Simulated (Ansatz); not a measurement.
Born–Oppenheimer molecular dynamics of a periodic cell of 24 atoms, CsHS (host CsHS, host structure I4/m). It starts from an unrelaxed structure (largest force component 0.07 eV/Å).

Level of theory: Ansatz 0.2.0, DFT PBE-D3(BJ), scalar-relativistic, plane waves, PAW. Settings: cutoff 420 eV, k mesh 1x1x1, fermi-dirac smearing 0.05 eV, no spin polarisation.

* ensemble: NVE (velocity Verlet)
* time step: 0.75 fs
* steps asked: 310
* starting velocities drawn for: 1800 K
* seed: 951358

Frames 3.75 fs apart, positions in Å, forces in eV/Å.

Velocities at 15.0 fs (Å/ps):

```
Cs -6.41 -1.34 5.29
Cs -4.63 4.65 -2.90
Cs 4.78 -2.24 4.62
Cs -2.16 -1.44 -2.36
H -4.27 32.39 -27.15
H -45.43 5.81 5.36
H 27.46 5.42 43.19
H 10.80 -21.39 14.28
S -1.30 -7.75 -9.17
S 9.63 4.54 6.05
S 11.26 -4.47 0.83
S 1.13 6.06 1.64
Cs 3.49 2.44 0.31
Cs 3.04 0.01 -2.11
Cs 0.40 -1.23 -5.08
Cs -4.62 -1.23 -2.52
H -14.22 -6.20 3.95
H 20.37 7.26 -58.90
H -1.29 22.79 -7.49
H -18.77 -34.20 -7.58
S 4.72 5.03 6.34
S -6.72 -4.81 4.21
S 10.01 5.28 6.93
S -2.66 -2.67 3.94
```

```xyz
24
Lattice="8.3099 0.0000 0.0000 0.0000 8.3099 0.0000 0.0000 0.0000 9.1629" Properties=species:S:1:pos:R:3:forces:R:3 time_fs=15.0 energy_less_start_eV=1.338 T=1354
Cs 4.058 -0.020 2.371 0.11 -0.05 -0.11
Cs -0.069 0.069 2.405 -0.13 0.18 0.02
Cs 0.073 -0.032 6.785 -0.19 -0.32 -0.19
Cs -0.032 4.135 2.254 -0.07 -0.16 0.13
H 1.869 1.134 -0.683 -0.20 -1.02 -0.50
H 3.386 6.099 4.542 2.70 -0.27 -0.25
H 1.044 6.344 0.911 -0.85 0.10 0.51
H 2.443 3.208 5.037 0.06 1.85 0.46
S 6.239 1.893 -0.145 1.45 0.31 -0.91
S 2.158 2.136 0.094 0.18 1.06 0.68
S 2.316 2.015 4.590 -0.34 -1.73 -0.56
S 6.233 2.236 4.607 -0.23 0.12 -0.13
Cs 0.052 4.190 6.877 0.00 0.25 -0.06
Cs 4.200 4.155 6.995 0.08 0.00 0.47
Cs 4.161 4.136 2.058 0.00 0.13 -0.23
Cs 4.085 -0.019 6.836 0.09 0.11 -0.14
H 5.755 4.832 4.680 0.26 0.07 -0.07
H 7.469 2.064 -0.859 -1.58 -0.20 1.19
H 4.949 2.664 4.428 0.36 -0.38 0.12
H 5.785 7.266 -0.405 -1.17 1.86 -0.76
S 2.140 6.247 4.682 -2.85 0.15 0.16
S 6.066 6.146 4.645 0.00 0.05 -0.02
S 6.454 6.321 0.107 1.20 -2.07 0.90
S 2.024 6.260 0.058 1.12 -0.05 -0.73
24
Lattice="8.3099 0.0000 0.0000 0.0000 8.3099 0.0000 0.0000 0.0000 9.1629" Properties=species:S:1:pos:R:3:forces:R:3 time_fs=18.8 energy_less_start_eV=1.293 T=1367
Cs 4.034 -0.025 2.390 0.14 -0.07 -0.14
Cs -0.086 0.086 2.394 -0.15 0.23 0.03
Cs 0.091 -0.041 6.803 -0.25 -0.39 -0.20
Cs -0.040 4.129 2.245 -0.09 -0.17 0.12
H 1.846 1.211 -0.803 0.21 0.33 0.56
H 3.454 6.095 4.537 0.71 -0.04 -0.03
H 1.114 6.369 1.090 0.43 -0.03 -0.61
H 2.485 3.236 5.116 -0.18 -0.17 -0.35
S 6.238 1.865 -0.182 1.47 0.41 -1.07
S 2.194 2.155 0.117 -0.22 -0.26 -0.35
S 2.358 1.995 4.592 -0.20 0.31 0.20
S 6.237 2.259 4.613 -0.07 0.05 -0.13
Cs 0.066 4.200 6.878 0.00 0.27 -0.06
Cs 4.212 4.155 6.988 0.12 0.01 0.55
Cs 4.163 4.131 2.039 0.02 0.15 -0.23
Cs 4.068 -0.024 6.826 0.10 0.14 -0.14
H 5.721 4.817 4.690 0.28 0.07 -0.09
H 7.415 2.073 -0.982 -1.63 -0.25 1.34
H 4.975 2.721 4.409 0.23 -0.36 0.11
H 5.652 7.232 -0.471 0.49 -0.39 0.53
S 2.150 6.266 4.706 -0.89 -0.11 -0.07
S 6.041 6.128 4.661 0.01 0.09 -0.02
S 6.494 6.338 0.135 -0.44 0.11 -0.34
S 2.015 6.250 0.072 -0.09 0.07 0.39
24
Lattice="8.3099 0.0000 0.0000 0.0000 8.3099 0.0000 0.0000 0.0000 9.1629" Properties=species:S:1:pos:R:3:forces:R:3 time_fs=22.5 energy_less_start_eV=1.805 T=1199
Cs 4.011 -0.030 2.410 0.16 -0.08 -0.19
Cs -0.104 0.104 2.383 -0.15 0.23 0.03
Cs 0.108 -0.050 6.819 -0.28 -0.33 -0.14
Cs -0.048 4.123 2.237 -0.07 -0.15 0.10
H 1.845 1.313 -0.861 0.27 0.46 0.71
H 3.650 6.083 4.526 -2.19 0.40 0.41
H 1.224 6.392 1.202 0.47 -0.07 -0.68
H 2.507 3.263 5.156 -0.28 -1.24 -0.86
S 6.241 1.838 -0.222 -2.91 -0.48 2.19
S 2.229 2.173 0.140 -0.35 -0.41 -0.55
S 2.398 1.976 4.595 -0.18 1.43 0.67
S 6.240 2.282 4.618 0.93 -0.32 0.03
Cs 0.079 4.209 6.879 -0.02 0.18 0.00
Cs 4.223 4.155 6.981 0.12 0.01 0.61
Cs 4.164 4.127 2.020 0.03 0.16 -0.21
Cs 4.051 -0.028 6.817 0.13 0.15 -0.09
H 5.724 4.807 4.688 0.23 -0.27 -0.08
H 7.200 2.060 -0.969 2.83 0.70 -2.04
H 5.020 2.735 4.404 -0.73 0.00 -0.05
H 5.565 7.177 -0.482 1.22 -0.96 1.01
S 2.155 6.285 4.730 2.10 -0.54 -0.50
S 6.016 6.111 4.677 -0.05 0.41 -0.05
S 6.532 6.353 0.161 -1.17 0.63 -0.83
S 2.007 6.240 0.087 -0.12 0.09 0.50
24
Lattice="8.3099 0.0000 0.0000 0.0000 8.3099 0.0000 0.0000 0.0000 9.1629" Properties=species:S:1:pos:R:3:forces:R:3 time_fs=26.2 energy_less_start_eV=1.459 T=1311
Cs 3.987 -0.035 2.429 0.21 -0.10 -0.22
Cs -0.121 0.122 2.372 -0.12 0.19 0.03
Cs 0.126 -0.059 6.836 -0.26 -0.33 -0.10
Cs -0.057 4.118 2.228 -0.05 -0.09 0.06
H 1.871 1.460 -0.845 -0.32 -0.68 -0.78
H 3.582 6.119 4.565 -1.34 0.21 0.26
H 1.385 6.409 1.244 -0.42 0.16 0.82
H 2.494 3.163 5.099 -0.07 1.15 0.21
S 6.236 1.810 -0.256 0.29 0.28 -0.30
S 2.264 2.189 0.161 0.18 0.64 0.87
S 2.438 1.962 4.600 -0.41 -0.87 -0.31
S 6.247 2.304 4.624 0.23 -0.08 -0.12
Cs 0.092 4.219 6.880 0.00 0.26 -0.02
Cs 4.235 4.155 6.974 0.06 -0.02 0.55
Cs 4.166 4.123 2.000 0.08 0.19 -0.17
Cs 4.034 -0.032 6.807 0.26 0.10 0.08
H 5.759 4.768 4.675 0.27 -0.03 -0.08
H 7.236 2.113 -1.131 -0.42 -0.08 0.49
H 4.992 2.740 4.395 0.00 -0.28 0.08
H 5.607 7.019 -0.381 -1.20 0.85 -0.52
S 2.168 6.302 4.752 1.14 -0.44 -0.42
S 5.990 6.095 4.692 0.02 0.23 -0.05
S 6.567 6.371 0.185 1.12 -1.16 0.59
S 1.999 6.230 0.103 0.76 -0.10 -0.94
24
Lattice="8.3099 0.0000 0.0000 0.0000 8.3099 0.0000 0.0000 0.0000 9.1629" Properties=species:S:1:pos:R:3:forces:R:3 time_fs=30.0 energy_less_start_eV=1.763 T=1212
Cs 3.963 -0.041 2.449 0.27 -0.12 -0.25
Cs -0.139 0.140 2.361 -0.11 0.18 0.06
Cs 0.142 -0.069 6.853 -0.31 -0.34 -0.09
Cs -0.065 4.112 2.220 -0.04 -0.06 0.03
H 1.868 1.542 -0.901 0.01 -0.02 0.07
H 3.401 6.175 4.631 3.94 -0.50 -0.42
H 1.511 6.441 1.360 0.12 -0.02 -0.18
H 2.468 3.183 5.053 -0.11 0.73 0.02
S 6.231 1.783 -0.289 1.61 0.81 -1.54
S 2.298 2.208 0.184 -0.19 -0.07 -0.02
S 2.476 1.944 4.604 -0.42 -0.37 -0.12
S 6.255 2.326 4.629 -0.26 0.05 -0.23
Cs 0.105 4.229 6.881 0.01 0.34 -0.04
Cs 4.247 4.155 6.968 0.07 -0.04 0.51
Cs 4.168 4.119 1.980 0.15 0.23 -0.10
Cs 4.017 -0.036 6.797 0.36 0.10 0.19
H 5.830 4.725 4.651 0.27 0.27 -0.06
H 7.265 2.166 -1.267 -1.80 -0.63 1.75
H 4.958 2.711 4.397 0.50 -0.42 0.17
H 5.527 6.942 -0.323 -0.42 0.24 -0.04
S 2.184 6.318 4.773 -4.29 0.15 0.18
S 5.965 6.080 4.707 0.13 0.00 -0.06
S 6.605 6.385 0.210 0.30 -0.58 0.05
S 1.993 6.221 0.117 0.21 0.07 0.10
24
Lattice="8.3099 0.0000 0.0000 0.0000 8.3099 0.0000 0.0000 0.0000 9.1629" Properties=species:S:1:pos:R:3:forces:R:3 time_fs=33.8 energy_less_start_eV=1.611 T=1261
Cs 3.940 -0.046 2.468 0.32 -0.12 -0.30
Cs -0.157 0.158 2.350 -0.08 0.17 0.08
Cs 0.159 -0.079 6.870 -0.36 -0.25 -0.06
Cs -0.073 4.106 2.211 -0.01 -0.03 0.01
H 1.865 1.616 -0.951 0.35 0.45 0.91
H 3.571 6.186 4.662 -0.66 -0.01 0.09
H 1.645 6.471 1.458 0.30 -0.22 -1.03
H 2.430 3.287 5.008 0.01 -1.44 -0.67
S 6.231 1.758 -0.329 -1.04 -0.23 1.09
S 2.332 2.227 0.208 -0.61 -0.59 -0.91
S 2.512 1.926 4.607 -0.56 1.92 0.56
S 6.262 2.348 4.633 0.63 -0.19 -0.10
Cs 0.118 4.239 6.882 -0.05 0.21 0.02
Cs 4.258 4.155 6.963 0.04 -0.06 0.47
Cs 4.169 4.115 1.960 0.20 0.24 -0.01
Cs 4.001 -0.041 6.788 0.42 0.10 0.29
H 5.935 4.712 4.619 0.16 0.03 -0.03
H 7.092 2.149 -1.207 0.97 0.50 -0.97
H 4.975 2.630 4.418 -0.36 -0.14 0.03
H 5.394 6.902 -0.273 1.64 -0.66 0.82
S 2.187 6.333 4.794 0.35 -0.43 -0.36
S 5.941 6.065 4.722 0.14 0.23 -0.08
S 6.644 6.396 0.236 -1.79 0.27 -0.86
S 1.989 6.211 0.131 -0.03 0.25 1.00
24
Lattice="8.3099 0.0000 0.0000 0.0000 8.3099 0.0000 0.0000 0.0000 9.1629" Properties=species:S:1:pos:R:3:forces:R:3 time_fs=37.5 energy_less_start_eV=1.663 T=1243
Cs 3.918 -0.052 2.486 0.36 -0.13 -0.34
Cs -0.175 0.177 2.340 0.00 0.14 0.11
Cs 0.176 -0.089 6.887 -0.35 -0.17 -0.04
Cs -0.082 4.100 2.203 0.05 0.00 -0.03
H 1.898 1.736 -0.904 -0.21 -0.25 -0.43
H 3.722 6.186 4.697 -2.02 0.06 0.15
H 1.815 6.476 1.444 -0.08 0.04 0.30
H 2.392 3.235 4.885 0.00 -0.17 -0.23
S 6.228 1.733 -0.363 -0.93 -0.32 1.15
S 2.364 2.243 0.228 -0.17 -0.02 0.34
S 2.546 1.915 4.613 -0.57 0.76 0.17
S 6.272 2.369 4.636 0.61 -0.14 -0.13
Cs 0.131 4.250 6.883 -0.02 0.21 0.03
Cs 4.270 4.155 6.958 -0.03 -0.09 0.40
Cs 4.171 4.111 1.941 0.28 0.27 0.11
Cs 3.985 -0.044 6.779 0.49 0.07 0.44
H 6.062 4.706 4.583 0.01 -0.01 0.02
H 7.030 2.197 -1.262 0.90 0.58 -1.04
H 4.955 2.526 4.446 -0.30 -0.12 0.05
H 5.444 6.790 -0.129 0.00 0.03 0.12
S 2.189 6.347 4.813 1.86 -0.61 -0.47
S 5.916 6.051 4.737 0.07 0.29 -0.11
S 6.676 6.408 0.259 -0.24 -0.43 -0.25
S 1.984 6.202 0.148 0.28 0.01 -0.32
24
Lattice="8.3099 0.0000 0.0000 0.0000 8.3099 0.0000 0.0000 0.0000 9.1629" Properties=species:S:1:pos:R:3:forces:R:3 time_fs=41.2 energy_less_start_eV=1.856 T=1180
Cs 3.895 -0.057 2.505 0.45 -0.14 -0.37
Cs -0.193 0.196 2.329 0.05 0.12 0.16
Cs 0.192 -0.099 6.903 -0.40 -0.12 -0.03
Cs -0.090 4.094 2.194 0.07 0.03 -0.05
H 1.908 1.830 -0.902 -0.28 -0.27 -0.55
H 3.618 6.194 4.749 -1.10 -0.05 0.00
H 1.979 6.484 1.459 -0.11 0.07 0.54
H 2.349 3.176 4.729 -0.25 1.57 0.03
S 6.221 1.707 -0.394 1.44 1.19 -1.58
S 2.395 2.259 0.250 -0.18 -0.12 0.39
S 2.578 1.907 4.620 -0.33 -0.90 -0.01
S 6.284 2.389 4.639 -0.29 -0.16 -0.28
Cs 0.144 4.261 6.885 0.06 0.33 -0.02
Cs 4.282 4.155 6.953 -0.05 -0.13 0.33
Cs 4.174 4.108 1.921 0.39 0.30 0.23
Cs 3.970 -0.048 6.770 0.60 0.06 0.57
H 6.189 4.704 4.551 -0.21 0.33 0.11
H 7.076 2.308 -1.438 -1.57 -1.06 1.72
H 4.905 2.406 4.481 0.65 -0.08 0.17
H 5.477 6.682 0.032 -1.80 0.44 -0.31
S 2.199 6.358 4.831 0.74 -0.56 -0.41
S 5.893 6.038 4.751 0.37 0.01 -0.19
S 6.709 6.418 0.280 1.49 -0.86 0.10
S 1.980 6.194 0.164 0.24 -0.02 -0.57
24
Lattice="8.3099 0.0000 0.0000 0.0000 8.3099 0.0000 0.0000 0.0000 9.1629" Properties=species:S:1:pos:R:3:forces:R:3 time_fs=45.0 energy_less_start_eV=2.055 T=1113
Cs 3.873 -0.063 2.523 0.57 -0.10 -0.39
Cs -0.211 0.214 2.319 0.08 0.13 0.21
Cs 0.207 -0.110 6.920 -0.47 -0.04 -0.04
Cs -0.098 4.088 2.186 0.08 0.03 -0.05
H 1.889 1.894 -0.956 0.34 0.21 0.90
H 3.431 6.187 4.800 3.84 -0.73 -0.22
H 2.125 6.496 1.524 -0.29 -0.31 -0.91
H 2.285 3.261 4.574 0.32 -1.07 0.00
S 6.219 1.686 -0.430 0.48 0.54 -0.38
S 2.424 2.275 0.273 -0.90 -0.69 -1.12
S 2.608 1.896 4.626 -0.93 1.80 0.08
S 6.295 2.409 4.641 0.04 -0.32 -0.22
Cs 0.157 4.272 6.886 -0.01 0.19 0.01
Cs 4.294 4.154 6.949 -0.08 -0.16 0.30
Cs 4.176 4.105 1.901 0.51 0.32 0.36
Cs 3.955 -0.052 6.762 0.68 0.07 0.66
H 6.290 4.740 4.533 -0.28 0.19 0.12
H 6.947 2.300 -1.420 -0.49 -0.33 0.47
H 4.929 2.278 4.536 0.39 0.09 0.10
H 5.343 6.620 0.162 1.54 -0.14 0.14
S 2.210 6.367 4.847 -4.39 0.06 -0.23
S 5.870 6.026 4.764 0.53 0.24 -0.22
S 6.745 6.425 0.301 -1.86 -0.30 -0.41
S 1.978 6.186 0.179 0.29 0.31 0.85
```

Of the whole run (232 fs, mean temperature of the second half 852 K): The conserved energy stayed within 0.88 meV per atom of its start (net change 0.27 meV per atom), so the integration is sound. The temperature averaged 0.47 of the 1800 K drawn at the start: a run that starts near a minimum puts about half its kinetic energy into the potential. A run of 0.23 ps of so small a system gives no equilibrium averages. Limits of this set-up: coarse k mesh.

Run time: 17 min on 1 thread of Arm Neoverse V1, with other jobs on the host, peak memory 0.57 GiB.
